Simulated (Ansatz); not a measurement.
Write a Python script for the Ansatz DFT code, driven from Python that makes energies of removing a hydrogen of BGeH7Si, SMILES [BH2][GeH2][SiH3]. Use (for the species named): CAM-B3LYP, def2-SVPD basis, multiplicity 1.

`bgeh7si.xyz`
```text
10

B    -1.77580    0.54700   -0.38530
Ge    0.16390    0.85470   -0.21800
Si    1.11030   -1.12910    0.43570
H    -2.22710   -0.45350   -0.17280
H    -2.50990    1.48510   -0.74780
H     0.44960    1.96890    0.84110
H     0.78420    1.29280   -1.57950
H     2.63390   -0.92620    0.57580
H     0.58210   -1.52360    1.78590
H     0.87190   -2.16710   -0.53210
```

Script `run_bde.py`:
```python
"""Cost of removing each kind of hydrogen from BGeH7Si, fragments frozen."""

import ansatz


def energy_of(molecule, charge=0, unpaired=0):
    calc = molecule.calculation().basis(gaussian="def2-SVPD").functional("cam_b3lyp")
    if charge:
        calc = calc.charge(charge)
    if unpaired:
        calc = calc.spin("collinear", total=unpaired)
    report = calc.run(threads=1, pin="off").report
    if report["published_state_doubts"]:
        print("  doubts:", report["published_state_doubts"])
    return report["free_energy_ev"]

def without(molecule, index):
    rest = ansatz.Crystal.molecule()
    for i, site in enumerate(molecule.cartesian_sites):
        if i != index:
            rest = rest.atom(site.symbol, site.position_ang)
    return rest


def main() -> None:
    mol = ansatz.Crystal.molecule_from_extxyz("bgeh7si.xyz")

    whole = energy_of(mol, 0)
    hydrogen = energy_of(ansatz.Crystal.molecule().atom("H", (0, 0, 0)), 0, 1)
    print(f"E(molecule) = {whole:.5f} eV, E(H) = {hydrogen:.5f} eV")
    for index in [4, 6, 9]:
        radical = energy_of(without(mol, index), 0, 1)
        print(f"H{index}: homolysis {96.485332 * (radical + hydrogen - whole):.1f} kJ/mol")


if __name__ == "__main__":
    main()
```

```console
$ python run_bde.py
E(molecule) = -65177.21954 eV, E(H) = -13.54842 eV
H4: homolysis 444.9 kJ/mol
H6: homolysis 338.6 kJ/mol
H9: homolysis 385.5 kJ/mol
```

Caveats:
- Total energies depend on the basis set; only differences at equal settings carry meaning.
- The geometry is a force-field or estimated start, not a minimum of this method, and the basis set is short of its limit. All parts are taken at fixed geometry, without zero-point energy.
- It ran for 15 s on 1 thread of AMD EPYC 9R45 (Zen 5), with other jobs on the host, peak memory 0.59 GiB.

(Lines on the test bed's own set-up are left out of the output.)
